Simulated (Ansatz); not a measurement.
Predict the output of the script below (the Ansatz DFT code, driven from Python).

The script, `ch4geos_field.py`:
```python
# -*- coding: utf-8 -*-
from dataclasses import dataclass

import ansatz
import numpy as np


@dataclass
class Settings:
    basis_set: str = "def2-SVPD"
    functional: str = "b3lyp"


opts = Settings()

geometry_ang = [
    ("O", (-0.7623, 0.1748, -1.4377)),
    ("C", (-0.508, 0.5573, -0.1311)),
    ("S", (-1.5529, -0.3257, 1.0104)),
    ("Ge", (0.7954, -0.6504, 0.6676)),
    ("H", (-0.0867, 0.6128, -2.0164)),
    ("H", (-0.3707, 1.6575, 0.085)),
    ("H", (1.5758, -0.1129, 1.8665)),
    ("H", (1.0015, -1.9705, -0.1002)),
]
ch4geos = ansatz.Crystal.molecule()
for symbol, xyz in geometry_ang:
    ch4geos = ch4geos.atom(symbol, xyz)

model = ch4geos.calculation()
model = model.basis(gaussian=opts.basis_set)
model = model.functional(opts.functional).forces()
centre = np.mean([site.position_ang for site in ch4geos.cartesian_sites], axis=0)
field = 2 * 14.399645 * 3.0 / 25.0 ** 2


def dipole(axis, sign):
    arm = 25.0 * np.eye(3)[axis]
    pair = [{"charge": sign * 3.0, "position_ang": (centre - arm).tolist()}, {"charge": -sign * 3.0, "position_ang": (centre + arm).tolist()}]
    deck = model.input().set(ansatz.key.basis.gaussian.point_charges, pair)
    return np.array(ansatz.Session.from_dict(deck).plan().execute().report["charge_distribution"]["dipole_moment_e_ang"])


print(f"field {field:.4f} V/A")
alpha = np.array([(dipole(axis, 1) - dipole(axis, -1)) / (2 * field) * 14.399645 for axis in range(3)])
print("polarisability tensor (A^3)")
print(np.array2string(alpha, precision=3, suppress_small=True))
print(f"mean {np.trace(alpha) / 3:.3f} A^3 = {np.trace(alpha) / 3 / 0.14818471:.2f} bohr^3")
```

```console
$ python ch4geos_field.py
field 0.1382 V/A
polarisability tensor (A^3)
[[13.402 -0.905 -0.143]
 [-0.919  9.486 -0.366]
 [-0.122 -0.378 10.431]]
mean 11.106 A^3 = 74.95 bohr^3
```

Notes:
- The geometry is a force-field or estimated start, not a minimum of this method, and the basis set is short of its limit. The field of two point charges is only nearly even.
- b3lyp holds the VWN-RPA fit, as in Gaussian; the form of ORCA and Turbomole is b3lyp5.
- The whole script took 56 s on 1 thread of Arm Neoverse V1, on a shared host, peak memory 0.42 GiB.
